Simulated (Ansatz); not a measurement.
# H₅InO₄Si: small, medium and large basis sets

One table from this session's results is given with a row withheld; the runs are named, their logs left out.

The runs use Ansatz 0.2.0, Gaussian basis; one geometry, several basis sets.

Plan: PBE0-D4/def2-SVP; ωB97M-V/def2-SVP; PBE0-D4/def2-QZVPP; ωB97M-V/def2-QZVPP; the functionals' def2-TZVPP values are taken from earlier runs.

### Structure used throughout

All runs share one geometry, relaxed beforehand with PBE0-D4 in a triple-zeta def2 set. In takes the def2 core potential; no spin-orbit term is included.

SMILES `O[Si](O)(O)[O][InH2]`, 11 atoms, charge 0, spin multiplicity 1.

Atoms are counted from 1 here; the program's logs count them from 0.

Bond lengths: O1–Si2 1.692 Å, O1–H7 0.959 Å, Si2–O3 1.634 Å, Si2–O4 1.632 Å, Si2–O5 1.591 Å, O3–H8 0.959 Å, O4–H9 0.958 Å, O5–In6 2.077 Å, In6–H10 1.707 Å, In6–H11 1.707 Å. Angles: Si2–O1–H7 118.8°, O1–Si2–O3 112.8°, O1–Si2–O4 103.8°, O1–Si2–O5 99.3°, O3–Si2–O4 105.7°, O3–Si2–O5 114.6°, O4–Si2–O5 120.2°, Si2–O3–H8 115.3°, Si2–O4–H9 116.4°, Si2–O5–In6 104.6°, O5–In6–H10 110.3°, O5–In6–H11 112.0°, H10–In6–H11 135.9°.

The first run:

The input, in.yaml:

```yaml
crystal:
  periodic: [false, false, false]
  atoms:
    - {symbol: O, position_ang: [0.020047, -0.933669, -0.784711]}
    - {symbol: Si, position_ang: [-0.212363, -0.191069, 0.718277]}
    - {symbol: O, position_ang: [0.596384, -0.938037, 1.926000]}
    - {symbol: O, position_ang: [-1.795106, -0.434367, 1.030638]}
    - {symbol: O, position_ang: [0.318127, 1.267187, 0.368114]}
    - {symbol: In, position_ang: [0.635046, 1.231757, -1.684639]}
    - {symbol: H, position_ang: [-0.553067, -1.661353, -1.033908]}
    - {symbol: H, position_ang: [1.483667, -0.612881, 2.086601]}
    - {symbol: H, position_ang: [-2.040486, -0.511675, 1.953295]}
    - {symbol: H, position_ang: [2.300572, 1.072378, -2.024467]}
    - {symbol: H, position_ang: [-0.752820, 1.711730, -2.555210]}
basis:
  gaussian: {orbitals: def2-SVP}
hamiltonian: {xc: pbe0, dispersion: d4}
output: {orbitals: {seedname: orbitals}}
```

Launch:

```sh
$ ansatz run in.yaml --threads 4 --pin off --events-out ev --progress --plain --max-ram 11315MiB
```

Steps of the session up to this table: PBE0-D4 in def2-SVP; ωB97M-V in def2-SVP; PBE0-D4 in def2-QZVPP; ωB97M-V in def2-QZVPP.

One table of the session follows, with a row left open; its other results are not shown here.

It belongs to the step «Functionals by basis». 

```
functional       basis  HOMO (eV)
   PBE0-D4    def2-SVP          ?
   PBE0-D4  def2-TZVPP      -7.96
   PBE0-D4  def2-QZVPP      -8.00
   ωB97M-V    def2-SVP     -10.02
   ωB97M-V  def2-TZVPP     -10.23
   ωB97M-V  def2-QZVPP     -10.27
```

Q: Estimate the row for PBE0-D4, def2-SVP from the others.

As computed: HOMO (eV): -7.78. In the column «HOMO (eV)» it is the highest.
